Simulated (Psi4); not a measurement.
# HSE06/aug-cc-pVDZ run of GeH2ClF (SMILES [F][GeH2][Cl])

What is the vertical ionisation energy of GeH2ClF at HSE06/aug-cc-pVDZ? 

The results are computed with Psi4 1.11.

1 further run of the same task is left out (set aside as unsound or not needed).

## (1) Starting point

GeH2ClF: 5 atoms, total charge 0, spin state singlet. As SMILES, `[F][GeH2][Cl]`. The shape is that of a PBE0-D4/def2-TZVP optimisation.

Bond lengths: F1–Ge2 1.730 Å, Ge2–Cl3 2.133 Å, Ge2–H4 1.528 Å, Ge2–H5 1.528 Å. Angles: F1–Ge2–Cl3 106.4°, F1–Ge2–H4 107.1°, F1–Ge2–H5 107.1°, Cl3–Ge2–H4 109.1°, Cl3–Ge2–H5 109.1°, H4–Ge2–H5 117.4°.

## (2) The energy at HSE06/aug-cc-pVDZ

Input file calc.py:

```python
import psi4

psi4.set_memory(1600000000)
psi4.set_num_threads(1)
psi4.core.set_output_file('run.log', False)

mol = psi4.geometry("""
F     -0.242000    -0.508000     1.588600
Ge     0.139900    -0.089200    -0.045500
Cl    -1.390300     1.244900    -0.698900
H      0.067600    -1.375500    -0.867400
H      1.474700     0.654200    -0.018300
symmetry c1
""")

options = {'basis': 'aug-cc-pVDZ', 'puream': True, 'e_convergence': 1e-09, 'd_convergence': 1e-08, 'scf_type': 'pk', 'dft_radial_points': 99, 'dft_spherical_points': 590}
psi4.set_options(options)

e_tot, wfn = psi4.energy("HSE06", return_wfn=True)
psi4.oeprop(wfn, "LOWDIN_CHARGES", "MULLIKEN_CHARGES", "MAYER_INDICES")
print('E =', round(e_tot, 9))
for k, v in sorted(psi4.core.scalar_variables().items()):
    print(f'{k:45s} {v:18.10f}')
```

Command:

```
$ python calc.py
```

run.log:

```text
[...]
  Running in c1 symmetry.
[...]
  Nuclear repulsion =  281.182606757185397
[...]
  Multiplicity = 1
[...]
  Nalpha       = 30
  Nbeta        = 30
[...]
    Number of basis functions: 104
[...]
   @RKS iter   1: -2637.14676892126408   -2.85280e+00   1.18773e-02 DIIS/ADIIS
[...]
   @RKS iter  11: -2637.82003488249302    9.09495e-13   3.99093e-09 DIIS
[...]
    Orbital Energies [Eh]
    ---------------------
    Doubly Occupied:
       1A   -399.202329     2A   -101.715934     3A    -50.009510
       4A    -44.484661     5A    -44.484083     6A    -44.483178
       7A    -24.765862     8A     -9.525819     9A     -7.256653
      10A     -7.250102    11A     -7.249702    12A     -6.363664
      13A     -4.517262    14A     -4.515270    15A     -4.511725
      16A     -1.318791    17A     -1.307397    18A     -1.303038
      19A     -1.302103    20A     -1.302047    21A     -1.173891
      22A     -0.842037    23A     -0.586950    24A     -0.451523
      25A     -0.442630    26A     -0.437942    27A     -0.378895
      28A     -0.376394    29A     -0.337798    30A     -0.324834
[...]
  @RKS Final Energy: -2637.82003488249302
   => Energetics <=
    Nuclear Repulsion Energy =            281.1826067571853969
    One-Electron Energy =               -4229.8953828505773345
    Two-Electron Energy =                1400.9214936487437626
    DFT Exchange-Correlation Energy =     -90.0287524378448722
    Empirical Dispersion Energy =           0.0000000000000000
    VV10 Nonlocal Energy =                  0.0000000000000000
    Total Energy =                      -2637.8200348824930188
[...]
 Multipole Moments:
 ------------------------------------------------------------------------------------
     Multipole            Electronic (a.u.)      Nuclear  (a.u.)        Total (a.u.)
 ------------------------------------------------------------------------------------
 L = 1.  Multiply by 2.5417464519 to convert [e a0] to [Debye]
 Dipole X            :          2.0165359           -1.3410865            0.6754494
 Dipole Y            :         -1.6366024            1.4129620           -0.2236404
 Dipole Z            :          0.5709807           -1.1556266           -0.5846460
 Magnitude           :                                                    0.9209005
[...]
  Mulliken Charges: (a.u.)
   Center  Symbol    Alpha    Beta     Spin     Total
       1     F     4.79587  4.79587  0.00000 -0.59173
       2    GE    15.65650 15.65650  0.00000  0.68701
       3    CL     8.69010  8.69010  0.00000 -0.38020
       4     H     0.42878  0.42878  0.00000  0.14243
       5     H     0.42875  0.42875  0.00000  0.14249
   Total alpha = 30.00000, Total beta = 30.00000, Total charge =  0.00000
  Lowdin Charges: (a.u.)
   Center  Symbol    Alpha    Beta     Spin     Total
       1     F     4.69128  4.69128  0.00000 -0.38256
[...]
```

On the terminal:

```text
E = -2637.820034882
CURRENT ENERGY                                  -2637.8200348825
CURRENT REFERENCE ENERGY                        -2637.8200348825
DD SOLVATION ENERGY                                 0.0000000000
DFT FUNCTIONAL TOTAL ENERGY                     -2637.8200348825
DFT TOTAL ENERGY                                -2637.8200348825
DFT VV10 ENERGY                                     0.0000000000
DFT XC ENERGY                                     -90.0287524378
GRID ELECTRONS ALPHA                               30.0000005282
GRID ELECTRONS BETA                                30.0000005282
GRID ELECTRONS TOTAL                               60.0000010564
NUCLEAR REPULSION ENERGY                          281.1826067572
ONE-ELECTRON ENERGY                             -4229.8953828506
PCM POLARIZATION ENERGY                             0.0000000000
PE ENERGY                                           0.0000000000
SCF ITERATION ENERGY                            -2637.8200348825
SCF ITERATIONS                                     11.0000000000
SCF TOTAL ENERGY                                -2637.8200348825
TWO-ELECTRON ENERGY                              1400.9214936487
XC GRID RADIAL POINTS                              99.0000000000
XC GRID SPHERICAL POINTS                          590.0000000000
XC GRID TOTAL POINTS                           283123.0000000000
```

Wall time 61 s (1 thread of AMD EPYC 7R43 (Zen 3), shared host); peak memory 0.94 GiB.

## (3) The doublet cation: energy and gradient at UHSE06/aug-cc-pVDZ

Input file input.json:

```json
{
 "schema_name": "qcschema_input",
 "schema_version": 1,
 "molecule": {
  "schema_name": "qcschema_molecule",
  "schema_version": 2,
  "symbols": ["F", "Ge", "Cl", "H", "H"],
  "geometry": [-0.45731372, -0.95998087, 3.00201892, 0.26437268, -0.16856357, -0.08598254, -2.62728623, 2.35252005, -1.32072959, 0.12774549, -2.59931828, -1.63914844, 2.78677912, 1.23625883, -0.03458199],
  "molecular_charge": 1,
  "molecular_multiplicity": 2,
  "fix_symmetry": "c1",
  "fix_com": true,
  "fix_orientation": true
 },
 "driver": "gradient",
 "model": {
  "method": "hse06",
  "basis": "aug-cc-pVDZ"
 },
 "keywords": {
  "reference": "uks",
  "puream": true,
  "e_convergence": 1e-09,
  "d_convergence": 1e-08,
  "scf_type": "pk",
  "dft_radial_points": 99,
  "dft_spherical_points": 590,
  "maxiter": 200,
  "scf_properties": ["WIBERG_LOWDIN_INDICES", "QUADRUPOLE", "LOWDIN_CHARGES"]
 }
}
```

Command:

```
$ psi4 --qcschema input.json -n 1 --memory 1600MB
```

stdout, cut to the lines that bear on the results:

```text
[...]
  Running in c1 symmetry.
[...]
  Nuclear repulsion =  281.182607137029891
[...]
  Multiplicity = 2
[...]
  Nalpha       = 30
  Nbeta        = 29
[...]
    Number of basis functions: 104
[...]
   @UKS iter   1: -2636.66471645275806   -2.37075e+00   1.22242e-02 ADIIS/DIIS
[...]
   @UKS iter  16: -2637.39310875251567    1.81899e-12   4.22259e-09 DIIS
[...]
   @S^2 Observed:                7.571318743E-01
[...]
  @UKS Final Energy: -2637.39310875251567
   => Energetics <=
    Nuclear Repulsion Energy =            281.1826071370298905
    One-Electron Energy =               -4214.3421057834711974
    Two-Electron Energy =                1385.5096324805781478
    DFT Exchange-Correlation Energy =     -89.7432425866527126
    Empirical Dispersion Energy =           0.0000000000000000
    VV10 Nonlocal Energy =                  0.0000000000000000
    Total Energy =                      -2637.3931087525161274
[...]
 Multipole Moments:
 ------------------------------------------------------------------------------------
     Multipole            Electronic (a.u.)      Nuclear  (a.u.)        Total (a.u.)
 ------------------------------------------------------------------------------------
 L = 1.  Multiply by 2.5417464519 to convert [e a0] to [Debye]
 Dipole X            :         37.1937977          -37.4052390           -0.2114413
 Dipole Y            :        -23.9510412           24.5959193            0.6448781
 Dipole Z            :         -1.3828373            0.1405955           -1.2422418
 Magnitude           :                                                    1.4155352
 L = 2.  Multiply by 1.3450342976 to convert [e a0^2] to [Debye ang]
 Quadrupole XX       :       -148.1117462          129.2460125          -18.8657338
 Quadrupole XY       :         97.2543190          -99.4344344           -2.1801154
[...]
  -Total Gradient:
     Atom            X                  Y                   Z
    ------   -----------------  -----------------  -----------------
       1       -0.000271156376    -0.002844819141     0.007255680782
       2       -0.002467383885     0.013072289257    -0.027115281424
       3        0.008772454268    -0.008682762244     0.006222159580
       4        0.002021452028     0.006543748469     0.009846295000
       5       -0.008101945253    -0.008039542586     0.003751433837
[...]
```

The result, in JSON:

```text
{
 "driver": "gradient",
 "model": {
  "method": "hse06",
  "basis": "aug-cc-pVDZ"
 },
 "success": true,
 "return_result": [-0.0002711563755245991, -0.0028448191411378776, 0.007255680782221871, -0.0024673838850073145, 0.013072289256976719, -0.0271152814240828, 0.008772454268103372, -0.008682762243728187, 0.006222159580215575, 0.002021452028130196, 0.00654374846918393, 0.009846295000467756, -0.008101945253015858, -0.00803954258604414, 0.0037514338369462534],
 "properties": {
  "calcinfo_nbasis": 104,
  "calcinfo_nmo": 104,
  "calcinfo_nalpha": 30,
  "calcinfo_nbeta": 29,
  "calcinfo_natom": 5,
  "nuclear_repulsion_energy": 281.1826071370299,
  "return_energy": -2637.3931087525157,
  "return_gradient": [-0.0002711563755245991, -0.0028448191411378776, 0.007255680782221871, -0.0024673838850073145, 0.013072289256976719, -0.0271152814240828, 0.008772454268103372, -0.008682762243728187, 0.006222159580215575, 0.002021452028130196, 0.00654374846918393, 0.009846295000467756, -0.008101945253015858, -0.00803954258604414, 0.0037514338369462534],
  "scf_one_electron_energy": -4214.342105783471,
  "scf_two_electron_energy": 1385.5096324805781,
  "scf_xc_energy": -89.74324258665271,
  "scf_dipole_moment": [-0.21144132540178617, 0.6448781492194477, -1.2422417690425558],
  "scf_total_energy": -2637.3931087525157,
  "scf_total_gradient": [-0.0002711563755245991, -0.0028448191411378776, 0.007255680782221871, -0.0024673838850073145, 0.013072289256976719, -0.0271152814240828, 0.008772454268103372, -0.008682762243728187, 0.006222159580215575, 0.002021452028130196, 0.00654374846918393, 0.009846295000467756, -0.008101945253015858, -0.00803954258604414, 0.0037514338369462534],
  "scf_iterations": 16
 }
}
```

Wall time 3.4 min (1 thread of AMD EPYC 7R43 (Zen 3), shared host); peak memory 0.94 GiB.

## (4) Summary of results

Level: HSE06/aug-cc-pVDZ.

| quantity | value |
| --- | --- |
| singlet GeH2ClF: total energy | -2637.82003 Eh |
| singlet GeH2ClF: dipole moment | 2.34 D |
| singlet GeH2ClF: HOMO energy | -8.84 eV |
| singlet GeH2ClF: LUMO energy | -1.04 eV |
| singlet GeH2ClF: HOMO–LUMO gap | 7.80 eV |
| doublet cation: total energy | -2637.39311 Eh |
| doublet cation: HOMO energy (highest over α and β) | -16.05 eV |
| doublet cation: LUMO energy (lowest over α and β) | -14.37 eV |
| doublet cation: ⟨S²⟩ | 0.757 |
| doublet cation: largest force on an atom | 1.553 eV/Å |
| vertical ionisation energy (to the doublet cation) | 11.617 eV |

In words: The vertical ionisation energy comes to 11.62 eV (268 kcal/mol). The negative HOMO energy of the first species, 8.84 eV, lies 2.78 eV below that difference. Mulliken charges (singlet GeH2ClF) run from -0.59 on F1 to +0.69 on Ge2; in a basis this large or diffuse they mean little.
